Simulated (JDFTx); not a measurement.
Runs of JDFTx 1.7.0 (patched build) on AlH3. The cell holds a molecule in a box, 4 atoms: a = 12.000 Å, b = 11.000 Å, c = 12.000 Å, α = 90.00°, β = 90.00°, γ = 90.00°. 

```tsv
task	level	cell	coulomb boundary	centre of the truncation	SCF threshold on the energy	liquid model	variant of the liquid model	other keys	largest force (eV/Å)
single point	PBE	as given	Isolated	0.501083 0.501909 0.502833	1e-07 Ha	-	-	n_bands = 15	0.11
single point	RPBE	as given	-	-	1e-07 Ha	-	-	-	0.09
solvation	RPBE	as given	-	-	1e-06 Ha	LinearPCM	CANDLE	-	(b)
relaxation of the atoms	RPBE	atoms relaxed from: atoms moved at random	Isolated	11.351056 10.483543 11.452387	1e-07 Ha	-	-	lcao-params = 0	0.01
solvation	RPBE	as given	-	-	1e-06 Ha	LinearPCM	LA12	-	(a)
solvation	RPBE	as given	-	-	1e-06 Ha	LinearPCM	SoftSphere	-	0.14
solvation	RPBE	as given	-	-	1e-06 Ha	NonlinearPCM	GLSSA13	-	0.13
```

Alike in all rows: potentials or basis PseudoDojo-SR-PBE-0.5-standard with smoothed tails; no spin polarisation; k mesh 1 × 1 × 1; cutoff (eV) 980; smearing fixed.

Problem. Estimate the missing entries.

Solution. (a) 2.33; (b) 0.10.

Caveats: forces may be off by hundredths of an eV/Å; the potentials were made for another functional, which shifts forces and pressure (some runs); forces in the liquid are good to some per cent (some runs); the liquid is a continuum model, checked here against plausible ranges alone (some runs).
